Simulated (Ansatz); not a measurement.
## C2H5NSn, SMILES N[C]1=[CH][SnH2]1: vertical spin-state energies

Run with the Ansatz DFT code, driven from Python.

`spin.py`
```python
# -*- coding: utf-8 -*-
import ansatz as az
from ase import Atoms

BASIS_SET = "def2-SVP"
XC = "B3LYP"


def main():
    atoms = Atoms(["N", "C", "C", "Sn", "H", "H", "H", "H", "H"], positions=[
        [0.4724, 1.5327, -0.8713],
        [0.22, 0.3677, -0.1592],
        [0.7674, -0.5912, 0.7178],
        [-1.0169, -1.0859, 0.266],
        [-0.3439, 1.9598, -1.4876],
        [1.34, 2.0896, -0.8297],
        [1.7019, -0.8811, 1.3005],
        [-0.9963, -2.5317, -0.7131],
        [-2.0561, -0.9063, 1.7594],
    ])
    c2h5nsn = az.Crystal.molecule_from_ase(atoms)

    job = (
        c2h5nsn.calculation()
        .basis(gaussian=BASIS_SET)
        .functional(XC)
    )
    found = {}
    for unpaired in [0, 2]:
        rep = job.spin("collinear", total=unpaired).run(threads=1).report
        s = unpaired / 2
        found[unpaired] = rep["free_energy_ev"]
        print(f"2S+1 = {unpaired + 1}: E = {found[unpaired]:.5f} eV, <S^2> = {abs(rep['mean_field']['state']['spin_squared']):.3f} (pure state {s * (s + 1):.2f})")
    lowest = min(found, key=found.get)
    for unpaired, e in found.items():
        print(f"multiplicity {unpaired + 1}: {23.060548 * (e - found[lowest]):.1f} kcal/mol above the lowest")


if __name__ == "__main__":
    main()
```

`python spin.py` gives:
```text
2S+1 = 1: E = -9471.46742 eV, <S^2> = 0.000 (pure state 0.00)
2S+1 = 3: E = -9467.82960 eV, <S^2> = 2.016 (pure state 2.00)
multiplicity 1: 0.0 kcal/mol above the lowest
multiplicity 3: 83.9 kcal/mol above the lowest
```

In order: multiplicity 1 (+0.00 eV) and multiplicity 3 (+3.64 eV), all at the one geometry.

Reading the output:
- Total energies depend on the basis set; only differences at equal settings carry meaning.
- The geometry is a force-field or estimated start, not a minimum of this method, and the basis set is short of its limit. All parts are taken at fixed geometry, without zero-point energy.
- def2 sets replace the cores of elements past krypton by effective core potentials.
- b3lyp holds the VWN-RPA fit, as in Gaussian; the form of ORCA and Turbomole is b3lyp5.
- Spin-orbit coupling, which mixes and shifts the spin states of heavy atoms, is left out.
- Run time: 14 s on 1 thread of INTEL(R) XEON(R) PLATINUM 8581C CPU @ 2.30GHz (Emerald Rapids) (shared host), peak memory 0.34 GiB.
